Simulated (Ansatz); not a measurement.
**B₁₀: small, medium and large basis sets**

An exercise on one series of results from a longer session: the logs are not shown, and one member is left open.

Program: Ansatz 0.2.0, Gaussian basis. Level of theory: one geometry, several basis sets. These are calculated values, not measurements.

The runs, in order: PBE0-D4/def2-SVP; ωB97M-V/def2-SVP; PBE0-D4/def2-QZVPP; ωB97M-V/def2-QZVPP; the functionals' def2-TZVPP values are taken from earlier runs.

2 further runs of the same task are left out: 2 that didn't finish.

### The geometry

All runs share one geometry, relaxed beforehand with PBE0-D4 in a triple-zeta def2 set.

SMILES `[B][B][B][B][B][B][B][B][B][B]`, 10 atoms, charge 0, spin multiplicity 1.

Atoms are counted from 1 here; the program's logs count them from 0.

Bond lengths: B1–B2 1.668 Å, B2–B3 1.543 Å, B3–B4 1.526 Å, B4–B5 1.546 Å, B5–B6 1.563 Å, B6–B7 1.546 Å, B7–B8 1.526 Å, B8–B9 1.543 Å, B9–B10 1.668 Å. Angles: B1–B2–B3 151.4°, B2–B3–B4 175.9°, B3–B4–B5 179.4°, B4–B5–B6 179.7°, B5–B6–B7 179.8°, B6–B7–B8 179.5°, B7–B8–B9 175.9°, B8–B9–B10 151.4°.

Set-up of the first run:

File in.yaml:

```yaml
crystal:
  periodic: [false, false, false]
  atoms:
    - {symbol: B, position_ang: [-1.826665, 3.737840, -5.539360]}
    - {symbol: B, position_ang: [-1.452388, 3.367843, -3.956506]}
    - {symbol: B, position_ang: [-1.022037, 2.366554, -2.864068]}
    - {symbol: B, position_ang: [-0.599636, 1.458654, -1.712987]}
    - {symbol: B, position_ang: [-0.169114, 0.527746, -0.556415]}
    - {symbol: B, position_ang: [0.269932, -0.416881, 0.608328]}
    - {symbol: B, position_ang: [0.698654, -1.349892, 1.763880]}
    - {symbol: B, position_ang: [1.107754, -2.272615, 2.907957]}
    - {symbol: B, position_ang: [1.625875, -3.177994, 4.045082]}
    - {symbol: B, position_ang: [1.367624, -4.241237, 5.304089]}
basis:
  gaussian: {orbitals: def2-SVP}
hamiltonian: {xc: pbe0, dispersion: d4}
output: {orbitals: {seedname: orbitals}}
```

Launch:

```sh
> ansatz run in.yaml --threads 4 --pin off --events-out ev --progress --plain --max-ram 10444MiB
```

Among the steps run: PBE0-D4 in def2-SVP; ωB97M-V in def2-SVP; PBE0-D4 in def2-QZVPP; ωB97M-V in def2-QZVPP.

One of the session's tables, all rows but one given; the rest of the session is left out.

It belongs to the step «Density functionals: the series». 

| functional | basis | HOMO (eV) | LUMO (eV) |
| --- | --- | --- | --- |
| PBE0-D4 | def2-SVP | -6.56 | -5.36 |
| PBE0-D4 | def2-TZVPP | -6.60 | -5.36 |
| PBE0-D4 | def2-QZVPP | -6.60 | -5.37 |
| ωB97M-V | def2-SVP | -8.44 | -3.48 |
| ωB97M-V | def2-TZVPP | -8.50 | -3.53 |
| ωB97M-V | def2-QZVPP | ? | ? |

**Question.** Estimate the row for ωB97M-V, def2-QZVPP.

**Answer.** HOMO (eV): -8.51; LUMO (eV): -3.53. In the column «HOMO (eV)» it is the lowest.
